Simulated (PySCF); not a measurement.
**C7H6F3N: NMR shifts in solvents**

Aim: compute the NMR shifts of C7H6F3N (`FC(F)(F)Cc1cccnc1`), and see what a dielectric continuum does where one was used.

The runs use PySCF 2.14.0, with density-fitted response routines of our own; the level of theory stands in each step. All values are computed, except where a source is named. Atoms are numbered from 0 throughout.

### 1 The molecule as given

17 atoms, charge 0, multiplicity 1; geometry from: GFN2-xTB. The atoms were then displaced at random by about 0.01 Å, so the start is not that level's minimum.

Bonds of the start (Å): F0–C1 1.37, C1–F2 1.34, C1–F3 1.31, C1–C4 1.53, C4–C5 1.51, C5–C6 1.40, C6–C7 1.39, C7–C8 1.39, C8–N9 1.32, N9–C10 1.33, C10–C5 1.38, C4–H11 1.09, C4–H12 1.08, C6–H13 1.08, C7–H14 1.08, C8–H15 1.08, C10–H16 1.09.

### 2 Relaxing the molecule at PBE0-D3(BJ)/def2-SVP

The job: settings as JSON, then the geometry in Å.

```
{"job": {"xc": "PBE0", "basis": "def2-SVP", "d3": "d3bj", "grid": 1, "shake": 0.01, "kind": "geom"}, "charge": 0, "multiplicity": 1}
F     -1.873800    -1.484260     1.072570
C     -2.282650    -0.353940     0.417410
F     -2.269470     0.645490     1.304130
F     -3.532950    -0.528080     0.085170
C     -1.420070    -0.069370    -0.810950
C      0.010850     0.146760    -0.388360
C      0.876440    -0.941170    -0.192180
C      2.182520    -0.697230     0.215100
C      2.562320     0.616340     0.441850
N      1.758240     1.641780     0.252510
C      0.512290     1.412860    -0.136610
H     -1.814500     0.831430    -1.274010
H     -1.544310    -0.905070    -1.484990
H      0.499420    -1.944970    -0.351120
H      2.848910    -1.529380     0.381950
H      3.567970     0.865750     0.751070
H     -0.097730     2.304880    -0.273360
```

Launch:

```console
$ OMP_NUM_THREADS=1 python probes_run.py task.json out
```

The driver reads the jobs from task.json and runs them one after another.

The log of the run:

```text
step   0  E = -623.54096427  max force = 0.030050
step   1  E = -623.54429935  max force = 0.007467
step   2  E = -623.54477875  max force = 0.004450
step   3  E = -623.54484446  max force = 0.001389
step   4  E = -623.54485373  max force = 0.000837
step   5  E = -623.54485840  max force = 0.001252
step   6  E = -623.54486942  max force = 0.001171
step   7  E = -623.54488273  max force = 0.000975
step   8  E = -623.54489389  max force = 0.000511
step   9  E = -623.54490314  max force = 0.000229
optimisation converged
```

Wall time 2.6 min (1 thread of Arm Neoverse V2, shared host); peak memory 0.77 GiB.

Step by step:

| step | energy from step 0 (eV) | largest force component (eV/Å) |
| --- | --- | --- |
| 0 | 0.0000 | 1.5452 |
| 1 | -0.0908 | 0.3840 |
| 2 | -0.1038 | 0.2288 |
| 3 | -0.1056 | 0.0714 |
| 4 | -0.1058 | 0.0430 |
| 5 | -0.1060 | 0.0644 |
| 6 | -0.1063 | 0.0602 |
| 7 | -0.1066 | 0.0501 |
| 8 | -0.1069 | 0.0263 |
| 9 | -0.1072 | 0.0118 |

Distances of close pairs at the start and the end, largest changes first:

| bond | before (Å) | after (Å) | change (Å) |
| --- | --- | --- | --- |
| F0–C1 | 1.369 | 1.338 | -0.031 |
| C1–F3 | 1.305 | 1.336 | +0.031 |
| C4–H12 | 1.081 | 1.100 | +0.019 |
| C1–C4 | 1.528 | 1.511 | -0.016 |
| C8–H15 | 1.081 | 1.096 | +0.015 |
| C5–C10 | 1.385 | 1.399 | +0.014 |
| C8–N9 | 1.317 | 1.330 | +0.013 |
| C7–H14 | 1.079 | 1.092 | +0.013 |

The next job starts from the end point, and lists it.

| at the end point | value |
| --- | --- |
| point group (found at 0.08 Å tolerance) | C1 |
| rotational constants (GHz, main isotopes) | 2.662, 0.662, 0.605 |
| dipole moment (D) | 2.37 |

### 3 Nuclear shieldings: PBE0/pcSseg-1 in chloroform

The job: settings as JSON, then the geometry in Å.

```
{"job": {"kind": "nmr", "xc": "PBE0", "basis": "pcSseg-1", "solvent": "chloroform", "pop": true}, "charge": 0, "multiplicity": 1}
F     -1.984142    -1.585861     0.858536
C     -2.324256    -0.395108     0.351720
F     -2.296540     0.488937     1.349947
F     -3.587606    -0.486774    -0.073048
C     -1.408170     0.010788    -0.779940
C      0.021629     0.166956    -0.353054
C      0.867475    -0.932352    -0.189096
C      2.175389    -0.721738     0.233799
C      2.590660     0.586490     0.482290
N      1.796706     1.642899     0.335141
C      0.549341     1.431072    -0.067399
H     -1.802700     0.953884    -1.183917
H     -1.511822    -0.754317    -1.563285
H      0.502457    -1.942906    -0.389938
H      2.865695    -1.556823     0.369419
H      3.615753     0.786834     0.814745
H     -0.086279     2.318776    -0.178903
```

With the program's defaults for keys left out, this is: GIAO PBE0/pcSseg-1 NMR shielding, non-relativistic, IEF-PCM chloroform.

The log of the run:

```text
coarse grid: 15648 points
cycle   1  E = -623.7222972435  dE =  1.960e+00  |g| = 8.757e-01  |ddm| = 3.951e+00
cycle   2  E = -623.6155707355  dE =  1.067e-01  |g| = 1.247e+00  |ddm| = 1.248e+00
cycle   3  E = -623.8555281282  dE = -2.400e-01  |g| = 6.974e-02  |ddm| = 6.829e-01
cycle   4  E = -623.8561200502  dE = -5.919e-04  |g| = 4.651e-02  |ddm| = 9.407e-02
cycle   5  E = -623.8566090086  dE = -4.890e-04  |g| = 1.445e-02  |ddm| = 5.665e-02
cycle   6  E = -623.8566583318  dE = -4.932e-05  |g| = 3.355e-03  |ddm| = 1.651e-02
cycle   7  E = -623.8566606608  dE = -2.329e-06  |g| = 7.249e-04  |ddm| = 2.735e-03
final grid: 156496 points
cycle   8  E = -623.9378870591  dE = -5.581e-05  |g| = 7.888e-03  |ddm| = 3.744e-02
cycle   9  E = -623.9378824468  dE =  4.612e-06  |g| = 9.821e-03  |ddm| = 1.566e-02
cycle  10  E = -623.9379009999  dE = -1.855e-05  |g| = 1.175e-03  |ddm| = 7.665e-03
cycle  11  E = -623.9379012802  dE = -2.802e-07  |g| = 2.956e-04  |ddm| = 1.087e-03
cycle  12  E = -623.9379012962  dE = -1.604e-08  |g| = 1.411e-04  |ddm| = 3.440e-04
cycle  13  E = -623.9379013005  dE = -4.243e-09  |g| = 2.783e-05  |ddm| = 1.415e-04
cycle  14  E = -623.9379013006  dE = -1.721e-10  |g| = 7.443e-06  |ddm| = 2.897e-05
converged SCF energy = -623.9379013006

GIAO shielding tensors (ppm)
atom      isotropic    diamagn.    paramagn.     s11        s22        s33       span
  0 F      262.980     476.692    -213.713    179.579    269.781    339.579    160.000
  1 C       53.596     245.401    -191.805     51.422     52.370     56.996      5.574
  2 F      262.082     476.274    -214.192    180.123    270.749    335.372    155.249
  3 F      255.952     468.774    -212.822    171.909    254.159    341.788    169.878
  4 C      144.745     248.300    -103.555    132.640    140.112    161.483     28.843
  5 C       52.272     265.338    -213.066    -57.945     38.768    175.992    233.938
  6 C       39.213     250.986    -211.773    -73.174     18.793    172.021    245.195
  7 C       55.015     257.822    -202.807    -59.505     48.532    176.018    235.523
  8 C       28.621     251.922    -223.301    -81.679     20.373    147.168    228.847
  9 N      -85.463     332.439    -417.902   -382.665   -171.734    298.009    680.673
 10 C       26.333     249.600    -223.267    -80.226     26.258    132.968    213.194
 11 H       28.041      29.650      -1.609     23.993     27.494     32.636      8.643
 12 H       27.976      29.343      -1.367     24.482     27.164     32.281      7.799
 13 H       23.231      32.487      -9.256     19.521     21.479     28.693      9.171
 14 H       23.678      30.165      -6.487     20.751     23.115     27.168      6.417
 15 H       22.423      27.948      -5.525     18.447     22.746     26.075      7.628
 16 H       22.500      31.146      -8.646     18.219     20.901     28.379     10.160
```

Wall time 36 s (1 thread of Arm Neoverse V2, shared host); peak memory 1.1 GiB.

The references, computed at this level on geometries of the same kind, shield at (ppm): 1H TMS 31.25, 13C TMS 185.2, 19F CFCl3 179.6, 15N NH3 267.8. Their shielding less the atom's gives the shift. The references are single molecules in the same continuum, so shifts against H2O, NH3, PH3, H3PO4 or CFCl3 are not on the usual liquid scales and can be off by tens of ppm. Atoms listed in one row are averaged.

| atoms | environment | σ (ppm) | δ (ppm) |
| --- | --- | --- | --- |
| C10 | aromatic CH next to a ring nitrogen | 26.3 | 158.8 |
| C8 | aromatic CH next to a ring nitrogen | 28.6 | 156.5 |
| C6 | aromatic CH | 39.2 | 146.0 |
| C5 | substituted aromatic carbon | 52.3 | 132.9 |
| C1 | CF3 carbon | 53.6 | 131.6 |
| C7 | aromatic CH | 55.0 | 130.1 |
| C4 | sp3 CH2 on an aromatic ring | 144.7 | 40.4 |
| H15 | hydrogen on an aromatic CH next to a ring nitrogen | 22.42 | 8.82 |
| H16 | hydrogen on an aromatic CH next to a ring nitrogen | 22.50 | 8.75 |
| H13 | hydrogen on an aromatic CH | 23.23 | 8.02 |
| H14 | hydrogen on an aromatic CH | 23.68 | 7.57 |
| H11, H12 | hydrogen on an sp3 CH2 on an aromatic ring | 28.01 | 3.24 |
| F0, F2, F3 | fluorine of a CF3 group | 260.3 | -80.7 |
| N9 | pyridine-type ring nitrogen | -85.5 | 353.3 |

The run also stored atomic charges by several schemes (e):

| atoms | Mulliken | IAO | Hirshfeld | ESP fit |
| --- | --- | --- | --- | --- |
| F0, F2, F3 | -0.27 | -0.29 | -0.10 | -0.23 |
| C1 | 0.79 | 0.81 | 0.26 | 0.75 |
| C4 | -0.18 | -0.32 | -0.09 | -0.61 |
| C5 | -0.44 | -0.03 | -0.01 | -0.13 |
| C6 | 0.09 | -0.12 | -0.03 | 0.17 |
| C7 | -0.18 | -0.18 | -0.05 | -0.60 |
| C8 | 0.14 | -0.01 | 0.01 | 0.51 |
| N9 | -0.45 | -0.30 | -0.19 | -0.76 |
| C10 | 0.24 | -0.01 | 0.01 | 0.44 |

Mayer bond orders: F0–C1 1.00, C1–F2 1.01, C1–F3 1.00, C1–C4 1.02, C4–C5 1.04, C5–C6 1.37, C6–C7 1.43, C7–C8 1.40, C8–N9 1.46, N9–C10 1.48, C10–C5 1.38.

Ring of atoms C5, C6, C7, C8, N9, C10: NICS(0) -7.3, NICS(1) -11.2, NICS(1)zz -28.1 ppm (means of both faces).

### 4 NMR shieldings: PBE0/pcSseg-1 in dimethylsulfoxide

Settings changed since step 3:

```diff
@@ -1,2 +1,2 @@
-{"job": {"kind": "nmr", "xc": "PBE0", "basis": "pcSseg-1", "solvent": "chloroform", "pop": true}, "charge": 0, "multiplicity": 1}
+{"job": {"kind": "nmr", "xc": "PBE0", "basis": "pcSseg-1", "solvent": "dimethylsulfoxide", "pop": false}, "charge": 0, "multiplicity": 1}
 F     -1.984142    -1.585861     0.858536
```

With the program's defaults for keys left out, this is: GIAO PBE0/pcSseg-1 NMR shielding, non-relativistic, IEF-PCM dimethylsulfoxide.

The log of the run:

```text
coarse grid: 15648 points
cycle   1  E = -623.7268960509  dE =  1.956e+00  |g| = 8.721e-01  |ddm| = 3.950e+00
cycle   2  E = -623.6243702463  dE =  1.025e-01  |g| = 1.234e+00  |ddm| = 1.216e+00
cycle   3  E = -623.8588941159  dE = -2.345e-01  |g| = 6.610e-02  |ddm| = 6.575e-01
cycle   4  E = -623.8594619220  dE = -5.678e-04  |g| = 4.227e-02  |ddm| = 8.636e-02
cycle   5  E = -623.8598595201  dE = -3.976e-04  |g| = 1.293e-02  |ddm| = 4.903e-02
cycle   6  E = -623.8598984063  dE = -3.889e-05  |g| = 3.326e-03  |ddm| = 1.505e-02
cycle   7  E = -623.8599007521  dE = -2.346e-06  |g| = 6.631e-04  |ddm| = 2.726e-03
final grid: 156496 points
cycle   8  E = -623.9411021175  dE = -5.614e-05  |g| = 7.815e-03  |ddm| = 3.743e-02
cycle   9  E = -623.9410982066  dE =  3.911e-06  |g| = 9.605e-03  |ddm| = 1.509e-02
cycle  10  E = -623.9411157713  dE = -1.756e-05  |g| = 1.140e-03  |ddm| = 7.251e-03
cycle  11  E = -623.9411160304  dE = -2.591e-07  |g| = 2.677e-04  |ddm| = 1.006e-03
cycle  12  E = -623.9411160429  dE = -1.245e-08  |g| = 1.290e-04  |ddm| = 3.008e-04
cycle  13  E = -623.9411160463  dE = -3.434e-09  |g| = 2.737e-05  |ddm| = 1.306e-04
cycle  14  E = -623.9411160465  dE = -1.673e-10  |g| = 6.548e-06  |ddm| = 2.698e-05
converged SCF energy = -623.9411160465

GIAO shielding tensors (ppm)
atom      isotropic    diamagn.    paramagn.     s11        s22        s33       span
  0 F      263.491     476.789    -213.298    179.811    270.623    340.041    160.230
  1 C       53.356     245.578    -192.223     50.778     51.801     57.487      6.709
  2 F      263.064     476.418    -213.355    180.980    271.965    336.246    155.266
  3 F      256.669     468.784    -212.115    172.467    255.212    342.327    169.860
  4 C      145.074     248.305    -103.230    132.782    140.583    161.857     29.075
  5 C       51.439     265.137    -213.699    -58.990     37.283    176.023    235.012
  6 C       38.321     250.799    -212.479    -74.230     16.552    172.640    246.870
  7 C       54.440     257.601    -203.161    -60.309     47.075    176.556    236.865
  8 C       28.732     252.062    -223.330    -81.308     19.982    147.522    228.830
  9 N      -79.966     333.279    -413.244   -368.359   -169.735    298.197    666.556
 10 C       26.358     249.783    -223.425    -79.889     25.312    133.650    213.539
 11 H       27.926      29.483      -1.557     23.829     27.359     32.588      8.758
 12 H       27.845      29.152      -1.307     24.325     26.985     32.226      7.901
 13 H       23.097      32.369      -9.272     19.370     21.357     28.565      9.195
 14 H       23.556      30.061      -6.506     20.602     23.041     27.025      6.423
 15 H       22.418      27.936      -5.518     18.403     22.847     26.005      7.602
 16 H       22.478      31.158      -8.680     18.145     20.975     28.315     10.170
```

Run time: 34 s. Hardware: 1 thread of Arm Neoverse V2, shared host; peak memory 1.1 GiB.

In short: δ C10 159.1, C8 156.8, C6 147.2, C5 134.0, H15 8.82, H16 8.76 ppm.

### 5 Run by run: NMR shifts

Shifts (ppm) of some atoms, chosen among heavy atoms and hydrogens apart, means over like atoms, with basis size and wall time:

| run | C6 | C5 | C1 | C7 | H13 | H11 | N9 | functions | time |
| --- | --- | --- | --- | --- | --- | --- | --- | --- | --- |
| PBE0/pcSseg-1 in chloroform | 146.0 | 132.9 | 131.6 | 130.1 | 8.02 | 3.24 | 353.3 | 217 | 36 s |
| PBE0/pcSseg-1 in dimethylsulfoxide | 147.2 | 134.0 | 132.1 | 131.0 | 8.14 | 3.35 | 348.5 | 217 | 34 s |

The continuum's effect on the ground state:

| solvent | ε | polarisation energy (Eh) | μ (D) |
| --- | --- | --- | --- |
| chloroform | 4.71 | -0.0085 | 2.99 |
| dimethylsulfoxide | 46.83 | -0.0127 | 3.25 |

### 6 What came out

| quantity | value |
| --- | --- |
| point group | C1 |
| rotational constants (main isotopes) | 2.66, 0.66, 0.60 GHz |
| 13C shifts against TMS (PBE0/pcSseg-1, chloroform) | 158.8, 156.5, 146.0, 132.9, 131.6, 130.1, 40.4 ppm |
| 1H shifts against TMS (PBE0/pcSseg-1, chloroform, means over atoms taken as alike) | 8.82, 8.75, 8.02, 7.57, 3.24 ppm |
| 19F shifts against CFCl3 (PBE0/pcSseg-1, chloroform, means over atoms taken as alike) | -80.7 ppm |
| 15N shifts against NH3 (PBE0/pcSseg-1, chloroform) | 353.3 ppm |
| range of the shift of N9 | 348.5 to 353.3 ppm |

What this shows: Over 9 steps the energy fell by 0.107 eV; of the close pairs, F0–C1 changed most, 1.369 to 1.338 Å. No frequency check was run at this level, so the end point may be a saddle. At PBE0/pcSseg-1: The largest span, 681 ppm, is at N9, where the paramagnetic term is -418 ppm. NICS(1)zz of -28 ppm above the planar ring from C5 marks a diatropic (aromatic) ring current. Across the 2 runs the shift of N9 moves most, between 348.5 (PBE0/pcSseg-1 in dimethylsulfoxide) and 353.3 ppm (PBE0/pcSseg-1 in chloroform). The continuum holds electrostatics alone: no hydrogen bonds to the solvent, and the gas-phase geometry is kept.
